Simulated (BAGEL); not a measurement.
# CHClNSi (SMILES N#C[SiH]Cl), step by step

Wanted: a series of 9 runs (UHF/STO-3G, UHF/3-21G, UHF/6-31G, UHF/6-31G*, UHF/6-31G**, UHF/6-311G**, UHF/6-311++G**, UHF/6-311++G(2d,2p), and more) of CHClNSi. 

Program for the calculation: BAGEL 1.2.2.

2 further runs of the same task are left out: 2 set aside as unsound or not needed.

## Step 1: The molecule

The species is CHClNSi (5 atoms), meant as a doublet with charge 0. As SMILES, `N#C[SiH]Cl`. The shape is that of a PBE0-D4/def2-TZVP optimisation.

Bond lengths: N1–C2 1.154 Å, C2–Si3 1.834 Å, Si3–Cl4 2.035 Å, Si3–H5 1.481 Å. Angles: N1–C2–Si3 174.6°, C2–Si3–Cl4 109.0°, C2–Si3–H5 108.9°, Cl4–Si3–H5 110.9°.

## Step 2: A single-point energy at UHF/STO-3G (density fitting with qzvpp-jkfit, property dipole) (run 1)

File input.json:

```json
{ "bagel" : [

{
  "title" : "molecule",
  "basis" : "sto-3g",
  "df_basis" : "qzvpp-jkfit",
  "angstrom" : true,
  "geometry" : [
    { "atom" : "N", "xyz" : [   -1.370200,    0.130500,   -1.827500 ] },
    { "atom" : "C", "xyz" : [   -0.756100,    0.007500,   -0.858000 ] },
    { "atom" : "Si", "xyz" : [    0.105400,   -0.310100,    0.730000 ] },
    { "atom" : "Cl", "xyz" : [    2.040100,   -0.810700,    0.347000 ] },
    { "atom" : "H", "xyz" : [    0.030700,    0.909000,    1.567100 ] }
  ]
},
{
  "title" : "uhf",
  "nopen" : 1
},
{
  "title" : "print",
  "file" : "orbitals.molden",
  "orbitals" : true
}

]}
```

Started as:

```sh
BAGEL_NUM_THREADS=1 BAGEL input.json > input.out
```

The program printed:

```text
* using 1 threads per process

  ===============================================================
  ===============================================================

  *** Geometry ***

  { "atom" : "N", "xyz" : [     -2.589303,      0.246609,     -3.453474 ] },
  { "atom" : "C", "xyz" : [     -1.428822,      0.014173,     -1.621385 ] },
  { "atom" : "Si", "xyz" : [      0.199177,     -0.586004,      1.379500 ] },
  { "atom" : "Cl", "xyz" : [      3.855230,     -1.532001,      0.655735 ] },
  { "atom" : "H", "xyz" : [      0.058015,      1.717761,      2.961390 ] },

  Number of auxiliary basis functions:      426

  Since a DF basis is specified, we compute 2- and 3-index integrals:
    o Being stored without compression. Storage requirement is 0.003 GB

  Number of basis functions:       29
  Number of electrons      :       45

    * METHOD: MOLECULE                             0.10

  *** Open-shell HF ***

  === Nuclear Repulsion ===
   165.2926930878

      * DIIS with orbital gradients will be used.

  === UHF iteration (sto-3g) ===
      0       -831.75899045          0.04978569           0.03
      1       -831.82031419          0.04583425           0.03
      2       -831.83789347          0.04254580           0.03
[... 27 lines of this table left out ...]
     30       -831.91594056          0.00000000           0.03
    * SCF iteration converged.

    * S^2 (UHF) is 0.8873

    * Permanent dipole moment:
           (    0.446335,     0.056132,    -1.304870) a.u.

    * METHOD: UHF                                  0.94

    * METHOD: PRINT                                0.00

  ===============================================================
```

Run time: 1.2 s. Hardware: 1 thread of Arm Neoverse V2, shared host.

## Step 3: A single-point energy at UHF/3-21G (density fitting with tzvpp-jkfit, property dipole) (run 2)

input.json: that of step 2 with these lines changed.

```diff
@@ -4,4 +4,4 @@
   "title" : "molecule",
-  "basis" : "sto-3g",
-  "df_basis" : "qzvpp-jkfit",
+  "basis" : "3-21g",
+  "df_basis" : "tzvpp-jkfit",
   "angstrom" : true,
@@ -15,11 +15,4 @@
 },
-{
-  "title" : "uhf",
-  "nopen" : 1
-},
-{
-  "title" : "print",
-  "file" : "orbitals.molden",
-  "orbitals" : true
-}
+{ "title" : "uhf", "nopen" : 1 },
+{ "title" : "print", "file" : "orbitals.molden", "orbitals" : true }
```

Started as:

```sh
BAGEL_NUM_THREADS=1 BAGEL input.json > input.out
```

The program printed:

```text
* using 1 threads per process

  ===============================================================
  ===============================================================

  *** Geometry ***

  { "atom" : "N", "xyz" : [     -2.589303,      0.246609,     -3.453474 ] },
  { "atom" : "C", "xyz" : [     -1.428822,      0.014173,     -1.621385 ] },
  { "atom" : "Si", "xyz" : [      0.199177,     -0.586004,      1.379500 ] },
  { "atom" : "Cl", "xyz" : [      3.855230,     -1.532001,      0.655735 ] },
  { "atom" : "H", "xyz" : [      0.058015,      1.717761,      2.961390 ] },

  Number of auxiliary basis functions:      426

  Since a DF basis is specified, we compute 2- and 3-index integrals:
    o Being stored without compression. Storage requirement is 0.007 GB

  Number of basis functions:       46
  Number of electrons      :       45

    * METHOD: MOLECULE                             0.10

  *** Open-shell HF ***

  === Nuclear Repulsion ===
   165.2926930878

      * DIIS with orbital gradients will be used.

  === UHF iteration (3-21g) ===
      0       -836.89400261          0.05316800           0.05
      1       -836.96603724          0.05235882           0.05
      2       -836.97608525          0.05341157           0.05
[... 39 lines of this table left out ...]
     42       -837.07623659          0.00000001           0.05
    * SCF iteration converged.

    * S^2 (UHF) is 0.8333

    * Permanent dipole moment:
           (    0.339368,    -0.015498,    -1.203396) a.u.

    * METHOD: UHF                                  2.14

    * METHOD: PRINT                                0.00

  ===============================================================
```

It took 2.4 s on 1 thread of Arm Neoverse V2, shared host.

Runs 3 to 8 aren't shown in full; the table further down has their settings and results.

## Step 4: The energy at UHF/6-311++G(3df,3pd) (density fitting with qzvpp-jkfit, property dipole) (run 9)

File input.json:

```json
{ "bagel" : [

{
  "title" : "molecule",
  "basis" : "6-311++g_3df_3pd_.json",
  "df_basis" : "qzvpp-jkfit",
  "angstrom" : true,
  "geometry" : [
    { "atom" : "N", "xyz" : [      -1.370200,       0.130500,      -1.827500 ] },
    { "atom" : "C", "xyz" : [      -0.756100,       0.007500,      -0.858000 ] },
    { "atom" : "Si", "xyz" : [       0.105400,      -0.310100,       0.730000 ] },
    { "atom" : "Cl", "xyz" : [       2.040100,      -0.810700,       0.347000 ] },
    { "atom" : "H", "xyz" : [       0.030700,       0.909000,       1.567100 ] }
  ]
},

{
  "title" : "uhf",
  "nopen" : 1
},

{
  "title" : "print",
  "file" : "orbitals.molden",
  "orbitals" : true
}

]}
```

The basis set 6-311++G(3df,3pd) is read from a file made from the Basis Set Exchange's data (not shown).

Started as:

```sh
BAGEL_NUM_THREADS=1 BAGEL input.json > input.out
```

The program printed:

```text
* using 1 threads per process

  ===============================================================
  ===============================================================

  *** Geometry ***

  { "atom" : "N", "xyz" : [     -2.589303,      0.246609,     -3.453474 ] },
  { "atom" : "C", "xyz" : [     -1.428822,      0.014173,     -1.621385 ] },
  { "atom" : "Si", "xyz" : [      0.199177,     -0.586004,      1.379500 ] },
  { "atom" : "Cl", "xyz" : [      3.855230,     -1.532001,      0.655735 ] },
  { "atom" : "H", "xyz" : [      0.058015,      1.717761,      2.961390 ] },

  Number of auxiliary basis functions:      426

  Since a DF basis is specified, we compute 2- and 3-index integrals:
    o Being stored without compression. Storage requirement is 0.123 GB

  Number of basis functions:      190
  Number of electrons      :       45

    * METHOD: MOLECULE                             0.29

  *** Open-shell HF ***

  === Nuclear Repulsion ===
   165.2926930878

      * DIIS with orbital gradients will be used.

  === UHF iteration (6-311++g_3df_3pd_.json) ===
      0       -841.20829633          0.02220224           0.29
      1       -841.33250489          0.01698661           0.31
      2       -841.35986236          0.01405002           0.30
[... 37 lines of this table left out ...]
     40       -841.40104571          0.00000001           0.32
    * SCF iteration converged.

    * S^2 (UHF) is 0.8015

    * Permanent dipole moment:
           (   -0.322840,     0.057359,    -1.194803) a.u.

    * METHOD: UHF                                 12.85

    * METHOD: PRINT                                0.06

  ===============================================================
```

Wall time 14 s (1 thread of Arm Neoverse V2, shared host); peak memory 0.25 GiB.

## Step 5: Overview of the runs

| run | level | integral approximation | energy (Eh) | dipole moment (D) | ⟨S²⟩ | wall time |
| --- | --- | --- | --- | --- | --- | --- |
| 1 | UHF/STO-3G (density fitting with qzvpp-jkfit, property dipole) | qzvpp-jkfit | -831.915941 | 3.51 | 0.887 | 1.2 s |
| 2 | UHF/3-21G (density fitting with tzvpp-jkfit, property dipole) | tzvpp-jkfit | -837.076237 | 3.18 | 0.833 | 2.4 s |
| 3 | UHF/6-31G (density fitting with qzvpp-jkfit, property dipole) | qzvpp-jkfit | -841.188965 | 3.33 | 0.859 | 2.3 s |
| 4 | UHF/6-31G* (density fitting with qzvpp-jkfit, spherical functions, property dipole) | qzvpp-jkfit | -841.304191 | 3.08 | 0.808 | 3.9 s |
| 5 | UHF/6-31G** (density fitting with qzvpp-jkfit, spherical functions, property dipole) | qzvpp-jkfit | -841.305798 | 3.09 | 0.808 | 3.9 s |
| 6 | UHF/6-311G** (density fitting with qzvpp-jkfit, property dipole) | qzvpp-jkfit | -841.373019 | 3.13 | 0.807 | 4.8 s |
| 7 | UHF/6-311++G** (density fitting with qzvpp-jkfit, property dipole) | qzvpp-jkfit | -841.377228 | 3.20 | 0.804 | 7.8 s |
| 8 | UHF/6-311++G(2d,2p) (density fitting with qzvpp-jkfit, property dipole) | qzvpp-jkfit | -841.388882 | 3.19 | 0.805 | 6.9 s |
| 9 | UHF/6-311++G(3df,3pd) (density fitting with qzvpp-jkfit, property dipole) | qzvpp-jkfit | -841.401046 | 3.15 | 0.801 | 14 s |

## Step 6: What came out

| quantity | value |
| --- | --- |
| run 9, UHF/6-311++G(3df,3pd): total energy | -841.40105 Eh |
| run 9, UHF/6-311++G(3df,3pd): dipole moment | 3.15 D |
| run 9, UHF/6-311++G(3df,3pd): ⟨S²⟩ | 0.801 |

What this shows: The dipole moment (its size) runs from 3.08 D (UHF/6-31G*) to 3.51 D (UHF/STO-3G). In run 1 the basis is minimal, so the values are rough. Spin contamination of the reference: run 1 ⟨S²⟩ = 0.89, run 3 ⟨S²⟩ = 0.86. All runs together took 47 s, the longest 14 s.
